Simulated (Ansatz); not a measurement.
# ZrTi2, space group P6/mmm: the spin response to a magnetic field

Computed with Ansatz 0.2.0 through its Python package.

Run as a notebook:

**Cell 1**
```python
import warnings

import ansatz as az
import numpy as np
```

**Cell 2**
```python
DISPERSION = "d3bj"
KGRID = (6, 6, 9)
FILLING = "cold"
SMEARING_WIDTH = 0.05
```

**Cell 3**
```python
warnings.simplefilter("ignore", az.DeckWarning)
```

**Cell 4**
```python
vectors = np.array([
    [4.72441, 0.0, 0.0],
    [-2.36221, 4.09146, 0.0],
    [0.0, 0.0, 3.00345],
])
xtal = (
    az.Lattice.of(vectors)
    .atom("Zr", (0.0, 0.0, 0.0))
    .atom("Ti", (2 / 3, 1 / 3, 0.5))
    .atom("Ti", (1 / 3, 2 / 3, 0.5))
)
```

**Cell 5**
```python
len(xtal.resolved().sites)
```
Output:
```text
3
```

**Cell 6**
```python
setup = xtal.calculation()
setup = setup.functional(az.Functional.R2SCAN, dispersion=DISPERSION)
setup = setup.kpoints(*KGRID).occupations(FILLING, width=SMEARING_WIDTH)
setup = setup.spin("collinear")
# the field acts on the spins alone; such large fields lift the response over the noise
rows = []
for tesla in [0, 250, 500]:
    rep = (setup.magnetic_field(tesla) if tesla else setup).run(threads=1, pin="off").report
    rows.append((tesla, rep["magnetization_mub"], rep["free_energy_ev"], rep["components"].get("e_zeeman", 0.0)))
print("         B (T)      moment muB            F eV  Zeeman term eV")
for row in rows:
    print(f"{str(row[0]):>14s}  {row[1]:14.4f}  {row[2]:14.5f}  {row[3]:14.5f}")
slope = np.polyfit([row[0] for row in rows], [row[1] for row in rows], 1)[0]
print(f"dM/dB = {1000 * slope:.4f} muB per 1000 T per cell")
```
Output:
```text
RunWarning: this spin-polarised run has no starting moment large enough to seed its density, so its SCF can try parallel moments of its own, which can die out, and starts no order whose moments cancel. Behind that start scf.lower_state_search: light tries no other order and makes no probe for moments, and off searches nothing, so another order or size of moments can lie lower. To look for one, [...]
RunWarning: the SCF converged with its magnetisation's residual, 5.0e-10 eV, over the default limit relative to the magnetisation's size. A small moment can be far from its converged size, and exchange couplings, spin splittings and forces with it. To hold the whole residual to that limit, set scf.convergence.magnetization_residual_energy_tol: 2.6e-10 eV. On support functions an orbital may still [...]
         B (T)      moment muB            F eV  Zeeman term eV
             0          0.4068     -9204.49648         0.00000
           250          0.4404     -9204.50260        -0.00637
           500          0.5257     -9204.50993        -0.01522
dM/dB = 0.2379 muB per 1000 T per cell
```

What to keep in mind:
- Total energies depend on the potentials; only differences at equal settings carry meaning. A total without «per atom» is that of the cell as typed.
- The dispersion term runs with damping parameters of another functional.
- Dispersion corrections can be off by several per cent in the lattices of metals, and by several GPa in the pressure at a fixed cell.
- The mesh is modest for a metal, so energies can be off by several to tens of meV an atom and pressures by half a GPa or more; differences at equal mesh fare better.
- r2SCAN tends to overestimate the moments of itinerant magnets.
- This cell is a computed structure, which may not be the phase found in nature.
- Warnings are shown shortened and without file and line.
- Orbital magnetism is left out. The response of a metal hangs strongly on mesh and smearing, and a straight-line fit holds only where the moment is linear in the field.
- The script silences the warnings on its input, which a real study should read.
- The whole script took 83 s on 1 thread of Intel(R) Xeon(R) 6975P-C (Granite Rapids), with other jobs on the host, peak memory 0.65 GiB.
